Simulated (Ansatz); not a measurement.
# In2O3: the cost of one run

Computed with Ansatz 0.2.0 (DFT r2SCAN, scalar-relativistic, plane waves, PAW, unless a step's input says otherwise).

1 further run of the same task is left out (set aside as unsound or not needed).

## 1. The starting structure

It takes space group R-3c (No. 167, trigonal). Conventional cell: a = 5.508 Å, b = 5.508 Å, c = 14.560 Å, α = 90.00°, β = 90.00°, γ = 120.00°. In (site symmetry 3) has 6 O at 2.13 to 2.26 Å in its first shell of neighbours. Around O (site symmetry 2) lie 4 In at 2.13 to 2.26 Å.

Coordinates:

```
CELL_PARAMETERS angstrom
2.75394 1.58999 4.85342
-2.75394 1.58999 4.85342
0.00000 -3.17997 4.85342
ATOMIC_POSITIONS crystal
In 0.35707 0.35707 0.35707
In 0.14293 0.14293 0.14293
In 0.64293 0.64293 0.64293
In 0.85707 0.85707 0.85707
O 0.54657 0.95343 0.25000
O 0.25000 0.54657 0.95343
O 0.95343 0.25000 0.54657
O 0.45343 0.04657 0.75000
O 0.75000 0.45343 0.04657
O 0.04657 0.75000 0.45343
```

This cell was relaxed beforehand with the same method: volume 12.75 Å³/atom, gap on the mesh 1.80 eV.

## 2. The reference cell

The reference gives a free energy of -25861.4693 eV, pressure 0.01 GPa, largest force 0.002 eV/Å and gap on the mesh 1.80 eV. It was computed beforehand with the settings of the runs below.

## 3. Zone-centre phonons by finite displacements

input.yaml reads:

```yaml
crystal:
  lattice:
    - [2.7539365881, 1.5899860304, 4.8534198897]
    - [-2.7539365881, 1.5899860304, 4.8534198897]
    - [0.0, -3.1799720609, 4.8534198897]
  atoms:
    - { symbol: In, position: [0.3570704058, 0.3570704058, 0.3570704058] }
    - { symbol: In, position: [0.1429295942, 0.1429295942, 0.1429295942] }
    - { symbol: In, position: [0.6429295942, 0.6429295942, 0.6429295942] }
    - { symbol: In, position: [0.8570704058, 0.8570704058, 0.8570704058] }
    - { symbol: O, position: [0.5465740405, 0.9534259595, 0.25] }
    - { symbol: O, position: [0.25, 0.5465740405, 0.9534259595] }
    - { symbol: O, position: [0.9534259595, 0.25, 0.5465740405] }
    - { symbol: O, position: [0.4534259595, 0.0465740405, 0.75] }
    - { symbol: O, position: [0.75, 0.4534259595, 0.0465740405] }
    - { symbol: O, position: [0.0465740405, 0.75, 0.4534259595] }
basis:
  ecutwfc: 500
kpoints:
  mp_grid: { grid: [6, 6, 6] }
hamiltonian:
  xc: r2scan
scf:
  occupations: { method: gaussian, width: 0.05 }
output:
  eigenvalues: true
phonons:
  method: fd
  supercell: [1, 1, 1]
  amplitude: 0.02
  eigenvectors: true
  dielectric: false
```

Launch:

```bash
ansatz run input.yaml --threads 2 --pin off --max-ram 5120MiB --backend cpu --events-out ev --progress --plain --runs-dir out
```

**Question.** How long does this run take on 2 threads of Intel Xeon 6975P-C (Granite Rapids), shared host, and how much memory does it need?

About 3.8 min, with a peak of 2 GiB.
